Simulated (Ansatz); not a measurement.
**C₃H₁₁BS: basis-set convergence**

An exercise on one series of results from a longer session: the logs are not shown, and one member is left open.

Method: one geometry, several basis sets; program: Ansatz 0.2.0, Gaussian basis.

The runs, in order: PBE0-D4/def2-SVP; ωB97M-V/def2-SVP; PBE0-D4/def2-QZVPP; ωB97M-V/def2-QZVPP; the functionals' def2-TZVPP values are taken from earlier runs.

**The relaxed structure**

An earlier PBE0-D4 in a triple-zeta def2 set relaxation fixed the geometry.

16 atoms, charge 0, spin multiplicity 1.

Atoms are counted from 1 here; the program's logs count them from 0.

Bond lengths: C1–B2 1.596 Å, C1–H6 1.095 Å, C1–H7 1.098 Å, C1–H8 1.095 Å, B2–C3 1.598 Å, B2–C4 1.598 Å, B2–S5 2.271 Å, C3–H9 1.095 Å, C3–H10 1.095 Å, C3–H11 1.098 Å, C4–H12 1.095 Å, C4–H13 1.095 Å, C4–H14 1.098 Å, S5–H15 1.344 Å, S5–H16 1.344 Å. Angles: B2–C1–H6 114.1°, B2–C1–H7 107.6°, B2–C1–H8 114.1°, H6–C1–H7 106.1°, H6–C1–H8 108.2°, H7–C1–H8 106.1°, C1–B2–C3 116.9°, C1–B2–C4 116.9°, C1–B2–S5 102.8°, C3–B2–C4 116.7°, C3–B2–S5 99.2°, C4–B2–S5 99.2°, B2–C3–H9 114.2°, B2–C3–H10 114.3°, B2–C3–H11 107.3°, H9–C3–H10 108.2°, H9–C3–H11 106.2°, H10–C3–H11 106.0° and more.

Set-up of the first run:

in.yaml reads:

```yaml
crystal:
  periodic: [false, false, false]
  atoms:
    - {symbol: C, position_ang: [-0.885117, 0.706935, -1.052875]}
    - {symbol: B, position_ang: [0.108628, -0.117957, -0.115676]}
    - {symbol: C, position_ang: [1.648631, 0.305805, -0.146286]}
    - {symbol: C, position_ang: [-0.204407, -1.672594, 0.077120]}
    - {symbol: S, position_ang: [-0.430430, 0.621100, 1.962748]}
    - {symbol: H, position_ang: [-0.737248, 1.791368, -1.017535]}
    - {symbol: H, position_ang: [-0.688699, 0.406527, -2.090627]}
    - {symbol: H, position_ang: [-1.945333, 0.500637, -0.872557]}
    - {symbol: H, position_ang: [2.257535, -0.161882, 0.633767]}
    - {symbol: H, position_ang: [1.818545, 1.387179, -0.110862]}
    - {symbol: H, position_ang: [2.062859, -0.034913, -1.104005]}
    - {symbol: H, position_ang: [-1.259971, -1.899656, 0.260746]}
    - {symbol: H, position_ang: [0.390389, -2.155776, 0.858614]}
    - {symbol: H, position_ang: [0.055271, -2.177671, -0.862219]}
    - {symbol: H, position_ang: [-0.444433, 1.944599, 1.732202]}
    - {symbol: H, position_ang: [-1.769223, 0.533802, 1.891742]}
basis:
  gaussian: {orbitals: def2-SVP}
hamiltonian: {xc: pbe0, dispersion: d4}
output: {orbitals: {seedname: orbitals}}
```

Run with:

```
ansatz run in.yaml --threads 4 --pin off --events-out ev --progress --plain --max-ram 11315MiB
```

Among the steps run: PBE0-D4 in def2-SVP; ωB97M-V in def2-SVP; PBE0-D4 in def2-QZVPP; ωB97M-V in def2-QZVPP.

One of the session's tables, all rows but one given; the rest of the session is left out.

It belongs to the step «Density functionals: the series». 

```
functional       basis  HOMO (eV)  LUMO (eV)
   PBE0-D4    def2-SVP      -7.85       0.36
   PBE0-D4  def2-TZVPP          ?          ?
   PBE0-D4  def2-QZVPP      -7.97      -0.21
   ωB97M-V    def2-SVP     -10.14       2.28
   ωB97M-V  def2-TZVPP     -10.25       1.64
   ωB97M-V  def2-QZVPP     -10.26       1.19
```

Estimate the missing values for PBE0-D4, def2-TZVPP.

As computed: HOMO (eV): -7.96; LUMO (eV): -0.08. In the column «HOMO (eV)» it lies between PBE0-D4, def2-QZVPP (-7.97) and PBE0-D4, def2-SVP (-7.85).
